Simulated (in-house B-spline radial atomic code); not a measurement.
**Ru⁵⁺: excited configurations**

Aim: the energies of several excited configurations of Ru⁵⁺ above a reference configuration, each from its own self-consistent run.

Program: in-house B-spline radial atomic code version 1. Level of theory: Dirac-Hartree-Fock, average of configuration, Fermi nucleus, basis-set limit. These are calculated values, not measurements, unless marked.

### Step 1. What is computed

```
element       : ruthenium (Z = 44)
charge        : +5
electrons     : 39
configuration : [Kr] 4d3
Hamiltonian   : Dirac-Coulomb
nucleus       : Fermi, rms radius 4.481 fm
```

The outer shells:

[Kr] 4d3
```
[Kr] core
4d [↑ ][↑ ][↑ ][  ][  ]
```

The boxes draw the filling by Hund's rule, which heavy ions in jj coupling don't follow; these runs average over all states of the configuration.

Settings of the run:

```ini
Z = 44
electrons = 39.0
configuration = [Kr] 4d3
hamiltonian = dirac
method = hf
spin_polarised = False
nucleus = fermi
rms_radius = 4.4809
mass_number = 102
atomic_mass = 101.904340312
speed_of_light = 137.035999084
```

This reference run was done before. Its total energy is -4523.677247 hartree, and its levels are (the highest eight at most):

| orbital | occupation | energy (eV) | <r> (bohr) |
| --- | --- | --- | --- |
| 3p3/2 | 4 | -558.46 | 0.4037 |
| 3d3/2 | 4 | -379.09 | 0.3807 |
| 3d5/2 | 6 | -374.64 | 0.3841 |
| 4s1/2 | 2 | -161.88 | 1.0000 |
| 4p1/2 | 2 | -127.29 | 1.068 |
| 4p3/2 | 4 | -123.44 | 1.091 |
| 4d3/2 | 1.2 | -75.528 | 1.309 |
| 4d5/2 | 1.8 | -75.058 | 1.318 |

### Step 2. [Ar] 3d9 4s2 4p6 4d3 6s1

Settings of the run:

```ini
Z = 44
electrons = 39.0
configuration = [Ar] 3d9 4s2 4p6 4d3 6s1
hamiltonian = dirac
method = hf
spin_polarised = False
nucleus = fermi
rms_radius = 4.4809
mass_number = 102
atomic_mass = 101.904340312
speed_of_light = 137.035999084
```

### Step 3. Run with [Ar] 3d10 4s2 4p5 4d3 7f1

Changes to the settings of step 2:

```diff
@@ -2,3 +2,3 @@
 electrons = 39.0
-configuration = [Ar] 3d9 4s2 4p6 4d3 6s1
+configuration = [Ar] 3d10 4s2 4p5 4d3 7f1
 hamiltonian = dirac
```

### Step 4. [Ar] 3d9 4s2 4p6 4d4

Changes to the settings of step 3:

```diff
@@ -2,3 +2,3 @@
 electrons = 39.0
-configuration = [Ar] 3d10 4s2 4p5 4d3 7f1
+configuration = [Ar] 3d9 4s2 4p6 4d4
 hamiltonian = dirac
```

### Step 5. Configuration [Ar] 3d9 4s2 4p6 4d3 5f1

Changes to the settings of step 4:

```diff
@@ -2,3 +2,3 @@
 electrons = 39.0
-configuration = [Ar] 3d9 4s2 4p6 4d4
+configuration = [Ar] 3d9 4s2 4p6 4d3 5f1
 hamiltonian = dirac
```

### Step 6. [Ar] 3d10 4s2 4p5 4d3 7g1

Changes to the settings of step 5:

```diff
@@ -2,3 +2,3 @@
 electrons = 39.0
-configuration = [Ar] 3d9 4s2 4p6 4d3 5f1
+configuration = [Ar] 3d10 4s2 4p5 4d3 7g1
 hamiltonian = dirac
```

### Step 7. [Kr] 4d2 6f1

Changes to the settings of step 6:

```diff
@@ -2,3 +2,3 @@
 electrons = 39.0
-configuration = [Ar] 3d10 4s2 4p5 4d3 7g1
+configuration = [Kr] 4d2 6f1
 hamiltonian = dirac
```

### Step 8. [Ar] 3d10 4s2 4p5 4d3 7d1

Changes to the settings of step 7:

```diff
@@ -2,3 +2,3 @@
 electrons = 39.0
-configuration = [Kr] 4d2 6f1
+configuration = [Ar] 3d10 4s2 4p5 4d3 7d1
 hamiltonian = dirac
```

### Step 9. Run with [Ar] 3d10 4s2 4p5 4d3 6s1

Changes to the settings of step 8:

```diff
@@ -2,3 +2,3 @@
 electrons = 39.0
-configuration = [Ar] 3d10 4s2 4p5 4d3 7d1
+configuration = [Ar] 3d10 4s2 4p5 4d3 6s1
 hamiltonian = dirac
```

How far above the reference does each configuration lie (order and size, in eV)?

The runs gave:

| net move | configuration | energy above the reference (eV) | with Breit, QED, recoil (eV) | largest <r> (bohr) |
| --- | --- | --- | --- | --- |
| 4d → 6f | [Kr] 4d2 6f1 | 59.362 | 59.372 | 7.01 |
| 4p → 6s | [Ar] 3d10 4s2 4p5 4d3 6s1 | 92.456 | 92.395 | 4.02 |
| 4p → 7d | [Ar] 3d10 4s2 4p5 4d3 7d1 | 108.81 | 108.73 | 7.96 |
| 4p → 7f | [Ar] 3d10 4s2 4p5 4d3 7f1 | 112.39 | 112.32 | 10.0 |
| 4p → 7g | [Ar] 3d10 4s2 4p5 4d3 7g1 | 113.36 | 113.29 | 10.5 |
| 3d → 4d | [Ar] 3d9 4s2 4p6 4d4 | 288.81 | 288.73 | 1.27 |
| 3d → 6s | [Ar] 3d9 4s2 4p6 4d3 6s1 | 335.34 | 335.28 | 3.98 |
| 3d → 5f | [Ar] 3d9 4s2 4p6 4d3 5f1 | 344.11 | 344.04 | 4.31 |

Quantum defects of the promoted electron, δ = n − ζ/√(−2ε) with ζ = 6 and ε its orbital energy in hartree:

| promotion | δ |
| --- | --- |
| 4d → 6f | 0.307 |
| 4p → 6s | 2.023 |
| 4p → 7d | 1.211 |
| 4p → 7f | 0.335 |
| 4p → 7g | 0.020 |
| 3d → 6s | 2.041 |
| 3d → 5f | 0.333 |

The lowest of them is 4d → 6f at 59.362 eV and the highest 3d → 5f at 344.11 eV. Koopmans' estimate of the ionisation threshold is 75.058 eV; 7 configurations exceed it by over 2 % and could autoionise. Of those tabulated, the defect is largest for 6s (2.04) and least for 7g (0.02): low angular momentum penetrates the core, high angular momentum stays outside it. Two partly filled shells share a symmetry and can mix in the average, which may lower the energy, for: 4p → 7d; 3d → 4d; 3d → 6s; 3d → 5f. These are averages over configurations, without correlation, not spectroscopic levels.
